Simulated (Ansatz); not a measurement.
**K2LiAlH6 (Fm-3m): equation of state with a fit**

Where is the equilibrium volume of K2LiAlH6 (Fm-3m), and how stiff is it? The task is an equation of state with a fit, for K2LiAlH6 (Fm-3m).

Computed with Ansatz 0.2.0, driven from Python. Level of theory: DFT PBEsol, plane waves, PAW.

## Step 1: The system

It takes space group Fm-3m (No. 225, cubic). Conventional cell: a = 7.761 Å, b = 7.761 Å, c = 7.761 Å, α = 90.00°, β = 90.00°, γ = 90.00°. K (site symmetry -43m) has 12 H at 2.75 Å as nearest neighbours. Li (site symmetry m-3m) has 6 H at 2.11 Å as nearest neighbours. Al (site symmetry m-3m) has 6 H at 1.77 Å as nearest neighbours. Around H (site symmetry 4mm) lie 1 Al at 1.77 Å and 1 Li at 2.11 Å.

The script holds or builds the structure itself.

## Step 2: The script

Input file eos_k2lialh6.py:

```python
import ansatz
import numpy as np

vectors0 = np.array([
    [0.0, 3.88035, 3.88035],
    [3.88035, 0.0, 3.88035],
    [3.88035, 3.88035, 0.0],
])
sites = [
    ('K', (0.75, 0.75, 0.75)),
    ('K', (0.25, 0.25, 0.25)),
    ('Li', (0.5, 0.5, 0.5)),
    ('Al', (0.0, 0.0, 0.0)),
    ('H', (0.772107, 0.227893, 0.227893)),
    ('H', (0.772107, 0.227893, 0.772107)),
    ('H', (0.227893, 0.772107, 0.772107)),
    ('H', (0.227893, 0.772107, 0.227893)),
    ('H', (0.227893, 0.227893, 0.772107)),
    ('H', (0.772107, 0.772107, 0.227893)),
]


def on_lattice(cell):
    crystal = ansatz.Crystal(lattice=ansatz.Lattice.of(cell))
    for symbol, position in sites:
        crystal = crystal.atom(symbol, position)
    return crystal

volumes, energies = [], []
for scale in np.linspace(0.9, 1.1, 9):
    cell = vectors0 * scale ** (1 / 3)
    model = on_lattice(cell).calculation()
    model = model.functional('pbesol').pseudopotentials('paw')
    model = model.basis(320)
    model = model.occupations('fixed')
    model = model.initial_density(normalization='cell')
    model = model.scf(extra_bands=16)
    model = model.kpoints(5, 5, 5)
    data = model.run().report
    volumes.append(abs(np.linalg.det(cell)) / len(sites))
    energies.append(data['free_energy_ev'] / len(sites))
    print(f'V = {volumes[-1]:8.4f} A^3/atom  F = {energies[-1]:.5f} eV/atom')

x = np.array(volumes) ** (-2 / 3)
poly = np.polynomial.Polynomial.fit(x, energies, 3).convert()
roots = poly.deriv().roots()
x0 = min((r.real for r in roots if abs(r.imag) < 1e-9 and poly.deriv(2)(r.real) > 0), key=lambda r: abs(r - x.mean()))
v0 = x0 ** -1.5
b0 = 4 / 9 * poly.deriv(2)(x0) * v0 ** (-7 / 3) * 160.21766
b1 = 4 + 2 / 3 * x0 * poly.deriv(3)(x0) / poly.deriv(2)(x0)
print(f'V0 = {v0:.4f} A^3/atom, B0 = {b0:.1f} GPa, dB/dP = {b1:.2f}')
```

## Step 3: The input behind the calls

The engine receives this input (first run):

```yaml
crystal:
  lattice:
    - [0.0, 3.746436733554455, 3.746436733554455]
    - [3.746436733554455, 0.0, 3.746436733554455]
    - [3.746436733554455, 3.746436733554455, 0.0]
  atoms:
    - { symbol: K, position: [0.75, 0.75, 0.75] }
    - { symbol: K, position: [0.25, 0.25, 0.25] }
    - { symbol: Li, position: [0.5, 0.5, 0.5] }
    - { symbol: Al, position: [0.0, 0.0, 0.0] }
    - { symbol: H, position: [0.772107, 0.227893, 0.227893] }
    - { symbol: H, position: [0.772107, 0.227893, 0.772107] }
    - { symbol: H, position: [0.227893, 0.772107, 0.772107] }
    - { symbol: H, position: [0.227893, 0.772107, 0.227893] }
    - { symbol: H, position: [0.227893, 0.227893, 0.772107] }
    - { symbol: H, position: [0.772107, 0.772107, 0.227893] }
basis:
  ecutwfc: 320.0
kpoints:
  mp_grid:
    grid: [5, 5, 5]
hamiltonian:
  xc: pbesol
  pseudopotentials:
    kind: paw
scf:
  n_extra_bands: 16
  occupations:
    method: fixed
  initial_density:
    normalization: cell
```

## Step 4: Running it

On the command line:

```console
$ python eos_k2lialh6.py
```

**Question.** Estimate the equilibrium volume and the bulk modulus.

As calculated:

| quantity | value |
| --- | --- |
| runs compared | 9 |
| range of energy | 16.12 meV/atom |
| lowest point, volume (Å³/atom) | 11.685 |

What this shows: Runs 1, 2, 3, 4, 5, 6, 7, 8 and more: each has a cutoff under the recommended one, so what rests on them isn't a property of the system. A third-order Birch-Murnaghan fit through the 9 points has its minimum at 11.67 Å³ an atom, 0.2 % below the typed cell, with a bulk modulus of 40 GPa and dB/dP = 3.3. From that minimum the energy rises by 16.2 meV an atom on the compressed side and 13.0 meV on the expanded side. The cutoff lies under the one recommended for these potentials. Shape and fractional positions are held along the curve, so the bulk modulus is an upper value where they are free to relax, by a factor of two or more in layered or hydrogen-bonded cells. Under the recommended cutoff a pressure can be off by several GPa, even in sign. This cell is a computed structure, which may not be the phase found in nature.
